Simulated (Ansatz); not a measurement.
**Al₂H₄Br₂: basis-set convergence**

Aim: see how fast density functionals converge with the basis set for Al₂H₄Br₂.

The runs use Ansatz 0.2.0, Gaussian basis; one geometry, several basis sets.

Levels to be run: PBE0-D4/def2-SVP; ωB97M-V/def2-SVP; PBE0-D4/def2-QZVPP; ωB97M-V/def2-QZVPP; the functionals' def2-TZVPP values are taken from earlier runs.

**1. Structure used throughout**

The geometry comes from an earlier relaxation with PBE0-D4 in a triple-zeta def2 set; it is a stationary point, not always the lowest conformer.

SMILES `[AlH2-]1[Br+][AlH2-][Br+]1`, 8 atoms, charge 0, spin multiplicity 1.

Atoms are counted from 1 here; the program's logs count them from 0.

Bond lengths: Al1–Br2 2.464 Å, Al1–Br4 2.464 Å, Al1–H5 1.574 Å, Al1–H6 1.574 Å, Br2–Al3 2.464 Å, Al3–Br4 2.464 Å, Al3–H7 1.574 Å, Al3–H8 1.574 Å. Angles: Br2–Al1–Br4 93.3°, Br2–Al1–H5 107.7°, Br2–Al1–H6 107.7°, Br4–Al1–H5 107.7°, Br4–Al1–H6 107.7°, H5–Al1–H6 127.4°, Al1–Br2–Al3 86.7°, Br2–Al3–Br4 93.3°, Br2–Al3–H7 107.7°, Br2–Al3–H8 107.7°, Br4–Al3–H7 107.7°, Br4–Al3–H8 107.7°, H7–Al3–H8 127.4°, Al1–Br4–Al3 86.7°.

**2. PBE0-D4 in def2-SVP**

File in.yaml:

```yaml
crystal:
  periodic: [false, false, false]
  atoms:
    - {symbol: Al, position_ang: [-0.756826, 1.488660, -0.271106]}
    - {symbol: Br, position_ang: [1.346385, 0.836403, 0.833900]}
    - {symbol: Al, position_ang: [0.756758, -1.488683, 0.271076]}
    - {symbol: Br, position_ang: [-1.345568, -0.836285, -0.835494]}
    - {symbol: H, position_ang: [-0.384859, 2.226574, -1.610209]}
    - {symbol: H, position_ang: [-1.752481, 1.976771, 0.845534]}
    - {symbol: H, position_ang: [1.752785, -1.978144, -0.844475]}
    - {symbol: H, position_ang: [0.383805, -2.225275, 1.610784]}
basis:
  gaussian: {orbitals: def2-SVP}
hamiltonian: {xc: pbe0, dispersion: d4}
output: {orbitals: {seedname: orbitals}}
```

Command:

```console
> ansatz run in.yaml --threads 4 --pin off --events-out ev --progress --plain --max-ram 10444MiB
```

Further steps of the session: ωB97M-V in def2-SVP; PBE0-D4 in def2-QZVPP; ωB97M-V in def2-QZVPP.

Before running them: what should the planned runs give, taken together? Wanted: PBE0-D4: double and triple zeta above quadruple; ωB97M-V: double and triple zeta above quadruple.

The runs gave:

| quantity | value |
| --- | --- |
| PBE0-D4: double and triple zeta above quadruple | 24.95, 3.27 eV |
| ωB97M-V: double and triple zeta above quadruple | 24.74, 3.16 eV |

**Reading.** PBE0-D4 gains 21.68 eV from double to triple zeta, then 3.27 eV more. Total energies overstate the basis error of differences, where much of it tends to cancel.
